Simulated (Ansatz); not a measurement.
# CH9NOSi2: the cost of one run

Program: Ansatz 0.2.0. Level of theory: RKS B3LYP/def2-SVP. These are calculated values, not measurements.

### 1 The starting structure

Bond lengths: C1–Si2 1.777 Å, Si2–O3 1.651 Å, Si2–N4 1.690 Å, N4–Si5 1.668 Å, C1–H6 1.143 Å, C1–H7 1.093 Å, C1–H8 1.135 Å, Si2–H9 1.499 Å, O3–H10 0.942 Å, N4–H11 0.991 Å, Si5–H12 1.509 Å, Si5–H13 1.528 Å, Si5–H14 1.442 Å. Angles (14 of 22 angles, heavy atoms first): C1–Si2–O3 111.6°, C1–Si2–N4 115.4°, O3–Si2–N4 101.7°, Si2–N4–Si5 113.5°, C1–Si2–H9 111.9°, O3–Si2–H9 107.2°, N4–Si2–H9 108.2°, Si2–C1–H6 113.7°, Si2–C1–H7 114.0°, Si2–C1–H8 114.4°, Si2–O3–H10 117.7°, Si2–N4–H11 108.1°, Si5–N4–H11 113.7°, N4–Si5–H12 105.8°.

As a file:

```xyz
14

C    -1.2353    1.3213    0.1706
Si    0.0005    0.2403    0.8495
O    -0.4828   -0.4099    2.2875
N     0.3303   -1.1458   -0.0603
Si    1.1042   -0.8259   -1.5023
H    -1.5064    2.1957    0.8551
H    -2.1931    0.8336   -0.0265
H    -0.9278    1.8413   -0.7897
H     1.2944    0.9552    1.0979
H    -1.1934   -1.0280    2.2721
H     0.8157   -1.7868    0.5193
H     2.4609   -0.2811   -1.1295
H     0.2795    0.1534   -2.3370
H     1.2403   -2.0926   -2.1780
```

### 2 End point A

Contents of input.yaml:

```yaml
crystal:
  periodic: [false, false, false]
  atoms:
    - { symbol: C, position_ang: [-1.2353, 1.3213, 0.1706] }
    - { symbol: Si, position_ang: [0.0005, 0.2403, 0.8495] }
    - { symbol: O, position_ang: [-0.4828, -0.4099, 2.2875] }
    - { symbol: "N", position_ang: [0.3303, -1.1458, -0.0603] }
    - { symbol: Si, position_ang: [1.1042, -0.8259, -1.5023] }
    - { symbol: H, position_ang: [-1.5064, 2.1957, 0.8551] }
    - { symbol: H, position_ang: [-2.1931, 0.8336, -0.0265] }
    - { symbol: H, position_ang: [-0.9278, 1.8413, -0.7897] }
    - { symbol: H, position_ang: [1.2944, 0.9552, 1.0979] }
    - { symbol: H, position_ang: [-1.1934, -1.028, 2.2721] }
    - { symbol: H, position_ang: [0.8157, -1.7868, 0.5193] }
    - { symbol: H, position_ang: [2.4609, -0.2811, -1.1295] }
    - { symbol: H, position_ang: [0.2795, 0.1534, -2.337] }
    - { symbol: H, position_ang: [1.2403, -2.0926, -2.178] }
basis:
  gaussian: { orbitals: def2-SVP }
hamiltonian:
  xc: b3lyp
relax:
  f_tol: 0.02
  max_steps: 50
```

On the command line:

```sh
> ansatz run input.yaml --threads 2 --pin off --max-ram 3072MiB --backend cpu --events-out ev --progress --plain --runs-dir out
```

Q: Estimate wall time and peak memory on 2 threads of Arm Neoverse V2, shared host.

About 49 s, with a peak of 0.29 GiB.
